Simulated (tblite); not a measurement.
# Cl12H15In10N11: the cost of one run

Computed with tblite 0.8.0 and PySCF 2.14.0 and routines of our own; the level stands in each step. Atoms count from 0.

## 1. The system as given

48 atoms, charge 0, multiplicity 1; geometry from: force field, distance geometry or constructed start.

## 2. Optimising the geometry with GFN2-xTB

Job settings and geometry (Å):

```
{"job": {"kind": "relax", "xc": "GFN2-xTB", "basis": "xTB"}, "charge": 0, "multiplicity": 1}
In    -2.508400    -1.161900     0.553700
In    -2.516500     0.875500    -2.326800
In    -2.508100     0.870600     3.431500
In     2.768100    -2.172300    -2.326100
In    -0.753600    -2.177900    -2.316500
In     1.004800    -1.160600     0.552700
In     1.008200     0.874600    -2.323200
In     2.772200     1.892200     0.556800
In    -0.749900     1.887400     0.554900
In     1.005300     0.872100     3.432100
N     -2.515400    -1.161300     2.709600
N     -2.515800     0.870900    -0.163500
N     -0.756000    -2.176000    -0.158500
N     -2.511100    -1.160700    -3.041400
N     -0.754800     1.894600    -3.038500
N     -0.754500     1.890100     2.718000
N      1.008500    -1.158200    -3.037800
N      2.767700    -2.180100    -0.164500
N      1.007500    -1.158300     2.714200
N      1.010900     0.873800    -0.160800
N      2.766500     1.893300     2.713200
H      1.856300    -1.648900     3.058100
H      0.162300    -1.645800     3.064900
H      2.764600    -3.161500     0.181600
H      3.618400    -1.683800     0.184000
H     -2.519400    -1.161000    -4.076200
H     -3.361800    -1.648100    -2.692800
H     -0.753200     1.890100    -4.077500
H     -0.752000     2.870400    -2.694100
H      3.619000     1.399600     3.061700
H      2.772400     2.870600     3.057200
H     -3.364400    -1.649100     3.058500
H     -3.363500     1.363300     0.181200
H     -0.750500    -3.158500     0.186800
H      1.009300    -1.158300    -4.082000
H     -0.752100     2.872200     3.055400
Cl     2.768000    -4.477000    -3.137400
Cl    -4.504700     2.025700    -3.135900
Cl    -0.751500     4.186000    -0.258200
Cl    -0.757400    -4.473700    -3.132100
Cl     4.760900    -1.028800    -3.129500
Cl    -4.499700     2.017600     2.620800
Cl     4.765900     0.740200    -0.261700
Cl     1.010700     0.872400     5.868700
Cl     2.765100     4.191600    -0.255700
Cl    -2.515200     0.874500     5.867100
Cl    -4.503200    -2.310300    -0.258700
Cl     3.000000     2.025800    -3.131000
```

Launch:

```
OMP_NUM_THREADS=8 python large_run.py task.json out
```

One launch serves the whole session: the jobs run in the order shown.

Q: Estimate the wall time and peak memory of this first job on 8 threads of Arm Neoverse N1, shared host.

About 77 s, with a peak of 0.16 GiB.
